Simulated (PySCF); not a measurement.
# C6H6OS: the cost of one run

Computed with PySCF 2.14.0, with density-fitted response routines of our own, on a single molecule, in the gas phase or a continuum. Atoms count from 0, in the outputs and in this text.

## 1. The molecule as given

14 atoms, charge 0, multiplicity 1; geometry from: GFN2-xTB. The atoms were then displaced at random by about 0.01 Å, so the start is not that level's minimum.

Bonds of the start (Å): C0–C1 1.51, C1–O2 1.22, C1–C3 1.50, C3–C4 1.34, C4–C5 1.40, C5–C6 1.37, C6–S7 1.70, S7–C3 1.73, C0–H8 1.05, C0–H9 1.09, C0–H10 1.11, C4–H11 1.07, C5–H12 1.06, C6–H13 1.06.

## 2. Relaxing the molecule at PBE0-D3(BJ)/def2-TZVP

Job settings and geometry (Å):

```
{"job": {"xc": "PBE0", "basis": "def2-TZVP", "d3": "d3bj", "grid": 2, "shake": 0.01, "kind": "geom"}, "charge": 0, "multiplicity": 1}
C     -2.271600    -0.845360    -0.218920
C     -1.369020     0.304450    -0.595810
O     -1.730020     1.255970    -1.271370
C      0.040860     0.194900    -0.101420
C      1.032500     1.064080    -0.350300
C      2.239550     0.691440     0.261540
C      2.137350    -0.479560     0.961780
S      0.561710    -1.121270     0.889320
H     -1.896140    -1.756370    -0.576230
H     -2.377050    -0.894730     0.869590
H     -3.283090    -0.645150    -0.643140
H      0.908030     1.955180    -0.930610
H      3.130700     1.254770     0.175970
H      2.869050    -0.993440     1.521850
```

On the command line:

```bash
OMP_NUM_THREADS=1 python probes_run.py task.json out
```

This one command runs all jobs of the session in turn.

Q: Estimate the wall time and peak memory of this first job on 1 thread of Intel Xeon Platinum 8488C, shared host.

About 6.4 min, with a peak of 1.7 GiB.
